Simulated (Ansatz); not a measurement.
# CH6F2OSSi2: a ladder of functionals and wavefunction methods

One table from this session's results is given with a row withheld; the runs are named, their logs left out.

Method: functionals in def2-TZVPP, the program's frozen cores in correlated methods; program: Ansatz 0.2.0, Gaussian basis.

Plan: PBE-D4, r2SCAN-D4, PBE0-D4, B3LYP-D4, ωB97X-V, ωB97M-V, B2PLYP; CCSD(T)/def2-TZVPP; MP2/def2-QZVPP; extrapolation to the limit.

**Structure used throughout**

The geometry comes from an earlier relaxation with PBE0-D4 in a triple-zeta def2 set; it is a stationary point, not always the lowest conformer.

SMILES `CO[SiH2]S[SiH](F)F`, 13 atoms, charge 0, spin multiplicity 1.

Atoms are counted from 1 here; the program's logs count them from 0.

Bond lengths: C1–O2 1.413 Å, C1–H8 1.094 Å, C1–H9 1.091 Å, C1–H10 1.094 Å, O2–Si3 1.637 Å, Si3–S4 2.140 Å, Si3–H11 1.482 Å, Si3–H12 1.485 Å, S4–Si5 2.108 Å, Si5–F6 1.589 Å, Si5–F7 1.585 Å, Si5–H13 1.468 Å. Angles: O2–C1–H8 111.6°, O2–C1–H9 108.2°, O2–C1–H10 110.4°, H8–C1–H9 108.6°, H8–C1–H10 109.1°, H9–C1–H10 108.8°, C1–O2–Si3 125.5°, O2–Si3–S4 107.2°, O2–Si3–H11 112.6°, O2–Si3–H12 109.2°, S4–Si3–H11 105.9°, S4–Si3–H12 111.4°, H11–Si3–H12 110.6°, Si3–S4–Si5 95.7°, S4–Si5–F6 111.1°, S4–Si5–F7 106.3°, S4–Si5–H13 115.5°, F6–Si5–F7 107.0° and more.

The first run:

File in.yaml:

```yaml
crystal:
  periodic: [false, false, false]
  atoms:
    - {symbol: C, position_ang: [-0.634157, 1.468651, -1.121738]}
    - {symbol: O, position_ang: [-0.170776, 0.135763, -1.040312]}
    - {symbol: Si, position_ang: [1.354494, -0.317588, -0.657647]}
    - {symbol: S, position_ang: [1.203119, -1.963998, 0.700944]}
    - {symbol: Si, position_ang: [-0.584834, -1.320286, 1.613409]}
    - {symbol: F, position_ang: [-0.499996, 0.212992, 2.022320]}
    - {symbol: F, position_ang: [-0.725266, -2.151794, 2.955614]}
    - {symbol: H, position_ang: [-0.103478, 2.123125, -0.423271]}
    - {symbol: H, position_ang: [-1.695361, 1.476943, -0.869439]}
    - {symbol: H, position_ang: [-0.509816, 1.853773, -2.137635]}
    - {symbol: H, position_ang: [2.108743, -0.825812, -1.827411]}
    - {symbol: H, position_ang: [2.063122, 0.830747, -0.038747]}
    - {symbol: H, position_ang: [-1.805783, -1.522497, 0.823916]}
basis:
  gaussian: {orbitals: def2-TZVPP}
hamiltonian: {xc: pbe, dispersion: d4}
output: {forces: true, orbitals: {seedname: orbitals}}
```

The run is started by

```bash
> ansatz run in.yaml --threads 2 --pin off --events-out ev --progress --plain --max-ram 20480MiB --backend cuda --devices 0, --max-vram 18GiB
```

Steps of the session up to this table: PBE-D4 (GGA); r2SCAN-D4 (meta-GGA); PBE0-D4 (hybrid); B3LYP-D4 (hybrid); ωB97X-V (range-separated); ωB97M-V (range-separated); B2PLYP (double hybrid); CCSD(T) in def2-TZVPP; MP2 in def2-QZVPP.

One table of the session follows, with a row left open; its other results are not shown here.

It belongs to the step «Atomisation energies». 

```
            method  atomisation energy (kJ/mol)
            PBE-D4                       4957.7
         r2SCAN-D4                       4930.3
           PBE0-D4                       4874.4
          B3LYP-D4                       4889.1
           ωB97X-V                       4943.4
           ωB97M-V                       4935.9
            B2PLYP                       4849.0
     HF/def2-TZVPP                       3627.0
    MP2/def2-TZVPP                       4905.8
   CCSD/def2-TZVPP                            ?
CCSD(T)/def2-TZVPP                       4788.3
           MP2/CBS                       5055.8
       CCSD(T)/CBS                       4938.3
```

**Question.** Estimate the row for CCSD/def2-TZVPP.

As computed: atomisation energy (kJ/mol): 4716.5. In the column «atomisation energy (kJ/mol)» it lies between HF/def2-TZVPP (3627.0) and CCSD(T)/def2-TZVPP (4788.3).

To keep in mind: Free atoms (1 C, 1 O, 2 Si, 1 S, 2 F, 6 H) were run apart at each level; the atomisation energy is their sum less the molecule, without zero-point or spin-orbit terms.
